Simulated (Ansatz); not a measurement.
Wanted: the native input for an Ansatz 0.2.0 run.

| Quantity | Value |
| --- | --- |
| Task | band structure |
| Functional | LDA |
| Potentials or basis | Ansatz PAW |
| Cutoff | 420 eV (not typed: the program's choice for these potentials) |
| k mesh | 13 × 13 × 13 |
| Occupations | fermi-dirac, width 0.05 eV |
| Spin | collinear spin, ferromagnetic start |
| Starting moments | [1.0, 1.0, 0.0, 0.6, 0.0] μB |
| Path | [["G", "X", "Y", "S", "G", "Z", "S1", "N", "P", "Y1", "Z"], ["X", "P"]] |
| Points for each segment of the path | 14 |

The system is NiMoIrPdW.

```xyz
5
Lattice="-1.3700 1.3700 9.7165 1.3700 -1.3700 9.7165 1.3700 1.3700 -9.7165" Properties=species:S:1:pos:R:3 pbc="T T T"
Ni    0.0000    0.0000    3.8598
Mo    0.0000    0.0000   11.8389
Pd    0.0000    0.0000   15.4123
Ir    0.0000    0.0000    7.7623
W     0.0000    0.0000   19.3484
```

The cell was built by a generator and needn't be a form met in nature.

One way to write it, as run:

input.yaml

```yaml
crystal:
  lattice:
    - [-1.37004, 1.37004, 9.71647]
    - [1.37004, -1.37004, 9.71647]
    - [1.37004, 1.37004, -9.71647]
  atoms:
    - { symbol: Ni, position: [0.19862, 0.19862, 0.0], spin: 1.0 }
    - { symbol: Mo, position: [0.60922, 0.60922, 0.0], spin: 1.0 }
    - { symbol: Pd, position: [0.7931, 0.7931, 0.0] }
    - { symbol: Ir, position: [0.39944, 0.39944, 0.0], spin: 0.6 }
    - { symbol: W, position: [0.99565, 0.99565, 0.0] }
hamiltonian:
  xc: lda
  pseudopotentials: { kind: paw }
magnetization:
  spin_polarized: true
kpoints:
  mp_grid: { grid: [13, 13, 13] }
  band_path:
    path:
      - [[0.0, 0.0, 0.0], [-0.5, 0.5, 0.0], [-0.5, 0.5, -0.0099407573], [-0.2549703786, 0.2549703786, -0.2549703786], [0.0, 0.0, 0.0], [0.5, 0.5, -0.5], [0.2549703786, 0.7450296214, -0.7450296214], [0.0, 0.5, -0.5], [-0.25, 0.75, -0.25], [0.0099407573, 0.9900592427, -0.5], [0.5, 0.5, -0.5]]
      - [[-0.5, 0.5, 0.0], [-0.25, 0.75, -0.25]]
    npoints: 14
scf:
  occupations: { method: fermi_dirac, width: 0.05 }
  n_extra_bands: 12
output:
  forces: true
  stress: true
  eigenvalues: true
  fatbands: false
```

Potentials or basis: Ansatz PAW.

Run with:

```bash
$ ansatz run input.yaml --threads 8 --pin off --max-ram 20480MiB --backend cpu --events-out ev --progress --plain --runs-dir out
```

It gave:

| Property | Result |
| --- | --- |
| Pressure | -14.7 GPa |
| Largest force | 0.264 eV/Å |
| Band gap on the k mesh | none (metal or under the smearing width) |
| Net moment | 0.00 μB per cell |
| Absolute moment | 0.00 μB per cell |

Caveat: spin-orbit coupling is left out, which moves the levels of the heavy elements; the PAW data sets come from PBE, with cores solved anew for the run's functional, which leaves a small shift of forces and pressure; the starting moments weren't kept.

Run time: 23 s on 8 threads of Intel(R) Xeon(R) 6975P-C (Granite Rapids) (shared host), peak memory 1.3 GiB.
